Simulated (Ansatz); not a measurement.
# BaFeO3: the cost of one run

All numbers are computed with Ansatz 0.2.0, driven from Python. The levels of theory stand in the script.

The COD entry's cell or inner coordinates are ideal or old and differ from later refinements, so a difference from it is no clean test against experiment.

## 1. The system

Symmetry: Pm-3m, No. 221, cubic system. The conventional cell has a = 4.020 Å, b = 4.020 Å, c = 4.020 Å, α = 90.00°, β = 90.00°, γ = 90.00°. Around Ba (site symmetry m-3m) lie 12 O at 2.84 Å. Fe (site symmetry m-3m) is surrounded by 6 O at 2.01 Å. Around O (site symmetry 4/mmm) lie 2 Fe at 2.01 Å and 4 Ba at 2.84 Å.

No structure file is read: the coordinates are typed or built in the script.

## 2. The script

bafeo3.py

```python
"""How the lattice of BaFeO3 depends on the functional."""

import warnings

import ansatz as az
import numpy as np
from pymatgen.core import Lattice, Structure
from pymatgen.io.ase import AseAtomsAdaptor

def edges_and_angles(cell):
    cell = np.asarray(cell)
    a, b, c = np.linalg.norm(cell, axis=1)
    cosines = cell[1] @ cell[2] / (b * c), cell[0] @ cell[2] / (a * c), cell[0] @ cell[1] / (a * b)
    return (a, b, c, *np.degrees(np.arccos(cosines)))


def main() -> None:
    warnings.simplefilter("ignore", az.DeckWarning)

    pmg_structure = Structure(
        Lattice([[4.02, 0.0, 0.0], [0.0, 4.02, 0.0], [0.0, 0.0, 4.02]]),
        ["Ba", "Fe", "O", "O", "O"],
        [
            [0.0, 0.0, 0.0],
            [0.5, 0.5, 0.5],
            [0.5, 0.5, 0.0],
            [0.0, 0.5, 0.5],
            [0.5, 0.0, 0.5],
        ],
    )
    bafeo3 = az.Crystal.from_ase(AseAtomsAdaptor.get_atoms(pmg_structure)).moments(Fe=4.5)

    calculation = (
        bafeo3.calculation()
        .spin("collinear")  # spin-polarised run
        .kpoints(length=25)
        .occupations("fermi_dirac")
        .scf(tolerance=1e-10)
        .relax(cell=True)
    )

    levels = [("pbesol", "none"), ("lda", "none"), ("pbesol", "d3bj")]
    print("level            a       b       c    alpha   beta  gamma  V/atom  steps")
    for name, dispersion in levels:
        seen = []
        run = calculation.functional(name, dispersion=dispersion).session().plan()
        out = run.execute(on_event=lambda e: seen.append(e) if e["event"] == "relax_step" else None)
        cell = out.lattice.cell_ang
        label = name if dispersion == "none" else f"{name}+{dispersion}"
        print("{:13s} {:7.4f} {:7.4f} {:7.4f} {:6.2f} {:6.2f} {:6.2f}".format(label, *edges_and_angles(cell)), f"{abs(np.linalg.det(cell)) / len(out.lattice.sites):7.3f} {len(seen):5d}")


if __name__ == "__main__":
    main()
```

## 3. Launch

Started as:

```console
python bafeo3.py
```

Q: Estimate wall time and peak memory on 1 thread of Arm Neoverse N1, shared host.

About 4 min, with a peak of 0.55 GiB.
